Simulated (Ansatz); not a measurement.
# CH9GeN3: one species, many methods

The task here is to estimate one member of a computed series from the others.

Program: Ansatz 0.2.0, Gaussian basis. Level of theory: functionals in def2-TZVPP, the program's frozen cores in correlated methods. These are calculated values, not measurements.

The runs, in order: LDA (SPW92), PBE-D4, revPBE-D4, BLYP-D4, r2SCAN-D4, B97M-V, PBE0-D4, B3LYP-D4, r2SCANh-D4, r2SCAN0-D4, HSE06-D4, BHLYP-D4, CAM-B3LYP-D4, LC-ωPBE, ωB97X-V, ωB97M-V, B2PLYP, PBE-QIDH; CCSD(T)/def2-SVP; CCSD(T)/def2-TZVPP; MP2/def2-QZVPP; extrapolation to the limit; RPA on PBE.

## Structure used throughout

The geometry comes from an earlier relaxation with PBE0-D4 in a triple-zeta def2 set; it is a stationary point, not always the lowest conformer.

SMILES `[CH3][Ge]([NH2])([NH2])[NH2]`, 14 atoms, charge 0, spin multiplicity 1.

Atoms are counted from 1 here; the program's logs count them from 0.

Bond lengths: C1–Ge2 1.946 Å, C1–H6 1.091 Å, C1–H7 1.092 Å, C1–H8 1.091 Å, Ge2–N3 1.840 Å, Ge2–N4 1.840 Å, Ge2–N5 1.829 Å, N3–H9 1.010 Å, N3–H10 1.011 Å, N4–H11 1.010 Å, N4–H12 1.011 Å, N5–H13 1.009 Å, N5–H14 1.009 Å. Angles: Ge2–C1–H6 110.0°, Ge2–C1–H7 110.8°, Ge2–C1–H8 110.0°, H6–C1–H7 108.4°, H6–C1–H8 109.1°, H7–C1–H8 108.4°, C1–Ge2–N3 106.9°, C1–Ge2–N4 106.9°, C1–Ge2–N5 119.5°, N3–Ge2–N4 120.5°, N3–Ge2–N5 102.0°, N4–Ge2–N5 102.0°, Ge2–N3–H9 115.7°, Ge2–N3–H10 114.5°, H9–N3–H10 109.0°, Ge2–N4–H11 115.7°, Ge2–N4–H12 114.5°, H11–N4–H12 109.0° and more.

As a file:

```xyz
14
CH9GeN3
C    -1.63814    0.70970    0.16327
Ge    0.14289   -0.04682   -0.04454
N     1.19782    0.70339    1.26303
N    -0.06098   -1.87256   -0.14666
N     1.10347    0.31256   -1.55930
H    -2.28619    0.36623   -0.64375
H    -2.08101    0.40554    1.11433
H    -1.58589    1.79874    0.14042
H     0.81684    0.68311    2.19808
H     2.14698    0.35743    1.28614
H    -0.63570   -2.28987    0.57122
H     0.80537   -2.38803   -0.21653
H     1.35629    1.28176   -1.68418
H     0.70513   -0.05028   -2.41285
```

The first run:

in.yaml

```yaml
crystal:
  periodic: [false, false, false]
  atoms:
    - {symbol: C, position_ang: [-1.638139, 0.709702, 0.163268]}
    - {symbol: Ge, position_ang: [0.142892, -0.046818, -0.044537]}
    - {symbol: N, position_ang: [1.197822, 0.703388, 1.263033]}
    - {symbol: N, position_ang: [-0.060977, -1.872561, -0.146656]}
    - {symbol: N, position_ang: [1.103470, 0.312556, -1.559303]}
    - {symbol: H, position_ang: [-2.286190, 0.366226, -0.643755]}
    - {symbol: H, position_ang: [-2.081007, 0.405540, 1.114329]}
    - {symbol: H, position_ang: [-1.585894, 1.798737, 0.140424]}
    - {symbol: H, position_ang: [0.816844, 0.683108, 2.198084]}
    - {symbol: H, position_ang: [2.146981, 0.357429, 1.286141]}
    - {symbol: H, position_ang: [-0.635697, -2.289866, 0.571225]}
    - {symbol: H, position_ang: [0.805370, -2.388028, -0.216527]}
    - {symbol: H, position_ang: [1.356292, 1.281764, -1.684177]}
    - {symbol: H, position_ang: [0.705132, -0.050277, -2.412848]}
basis:
  gaussian: {orbitals: def2-TZVPP}
hamiltonian: {xc: lda}
output: {orbitals: {seedname: orbitals}}
```

Started as:

```sh
ansatz run in.yaml --threads 4 --pin off --events-out ev --progress --plain --max-ram 11315MiB
```

Steps of the session up to this table: LDA; PBE-D4 (GGA); revPBE-D4 (GGA); BLYP-D4 (GGA); r2SCAN-D4 (meta-GGA); B97M-V (meta-GGA); B3LYP-D4 (hybrid); r2SCANh-D4 (hybrid); r2SCAN0-D4 (hybrid); HSE06-D4 (hybrid); BHLYP-D4 (hybrid); CAM-B3LYP-D4 (range-separated); LC-ωPBE (range-separated); ωB97X-V (range-separated); ωB97M-V (range-separated); B2PLYP (double hybrid); PBE-QIDH (double hybrid).

One table of the session follows, with a row left open; its other results are not shown here.

It belongs to the step «Orbital energies across the functionals». 

| functional | HOMO (eV) | LUMO (eV) | gap (eV) |
| --- | --- | --- | --- |
| LDA (SPW92) | -5.44 | -0.36 | 5.08 |
| PBE-D4 | -5.27 | -0.23 | 5.04 |
| revPBE-D4 | -5.21 | -0.15 | 5.05 |
| BLYP-D4 | -5.16 | -0.27 | 4.89 |
| r2SCAN-D4 | -5.58 | 0.44 | 6.03 |
| B97M-V | -5.67 | -0.08 | 5.59 |
| PBE0-D4 | -6.72 | 0.57 | 7.30 |
| B3LYP-D4 | -6.48 | 0.21 | 6.69 |
| r2SCANh-D4 | -6.12 | 0.68 | 6.81 |
| r2SCAN0-D4 | -6.94 | 1.02 | 7.96 |
| HSE06-D4 | -6.32 | 0.21 | 6.53 |
| BHLYP-D4 | -8.10 | 1.15 | 9.25 |
| CAM-B3LYP-D4 | -8.17 | 1.30 | 9.47 |
| LC-ωPBE | ? | ? | ? |
| ωB97X-V | -9.20 | 2.39 | 11.58 |
| ωB97M-V | -9.10 | 1.94 | 11.05 |

Q: Estimate the row for LC-ωPBE from the others.

**Answer.** HOMO (eV): -9.58; LUMO (eV): 2.63; gap (eV): 12.22. In the column «HOMO (eV)» it is the lowest.
